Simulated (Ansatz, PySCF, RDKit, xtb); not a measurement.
**Solving C2HSe−, step by step**

Task: start from the formula C2HSe− (charge -1), draw up candidate structures, narrow them down in stages, and characterise the one that lies lowest at 298.15 K.

The funnel: GFN2-xTB relaxations, single points with a density functional, relaxations at PBE0-D4/def2-TZVPD, harmonic vibrations, and a last energy at a higher level. All values are calculated.

4 further runs of the same task are left out: 4 set aside as unsound or not needed.

## Step 1: Drawing up candidates

A program enumerates the bonding patterns with one Lewis structure each (two rings at most, one unusual centre or charged pair), with their diastereomers. O–O, O–halogen and N–halogen bonds and N–N–N chains are not drawn. That gives 6 candidates.

| label | SMILES | spin |
| --- | --- | --- |
| c152 | [C-]#C[SeH] | singlet |
| c276 | C#C[Se-] | singlet |
| c751 | [C-]1=C[Se]1 | singlet |
| c787 | [C]=C[Se-] | singlet |
| c825 | [C]=C[Se-] | triplet |
| c850 | [C-]#[Se]#C | singlet |

Candidates are built by distance geometry, with a force field where one applies, in up to four conformers (letters a to d). 16 starts with atoms placed at random are added, to find patterns that the rules miss.

Q: Predict the outcome of this search (final energies at CCSD(T)/def2-TZVPPD).

| quantity | value |
| --- | --- |
| lowest structure found | C#C[Se-], singlet, C∞v |
| next finalist | [C-]1=C[Se]1, singlet, 35.0 kcal/mol higher in G |
| share at equilibrium, among the finalists | 100.0 % |
| harmonic wavenumbers, lowest and highest (PBE0-D4/def2-TZVPD) | 381 and 3482 cm⁻¹ |
| rotational constants, same geometry | 0.1304 cm⁻¹ |
| HOMO energy (PBE0/def2-TZVPD) | -0.52 eV |
| LUMO energy (PBE0/def2-TZVPD) | 3.72 eV |
| HOMO–LUMO gap (to an unbound level, set by the basis) (PBE0/def2-TZVPD) | 4.24 eV |
| lowest excitation (TD-B3LYP/def2-SVPD) | 3.67 eV (f = 0.022) |
| lowest triplet excitation, same level, Tamm-Dancoff | 3.56 eV |
| vertical detachment energy | 2.48 eV |
| vertical triplet less singlet | +3.40 eV |

The search ends on `C#C[Se-]`. Among the finalists first place is clear (35.0 kcal/mol); structures outside the list aren't covered. GFN2-xTB, HF/STO-3G, r2SCAN-D4/def2-SVPD, PBE0-D4/def2-TZVPD, HF/def2-TZVPPD and MP2/def2-TZVPPD already put its bonding pattern lowest among the structures in one piece. In an anion, excitations above the detachment energy lie in the continuum and hang on the basis, so they needn't be bound states. The search is not exhaustive (a finite list of starts, one conformer a finalist), so a lower isomer can't be ruled out.
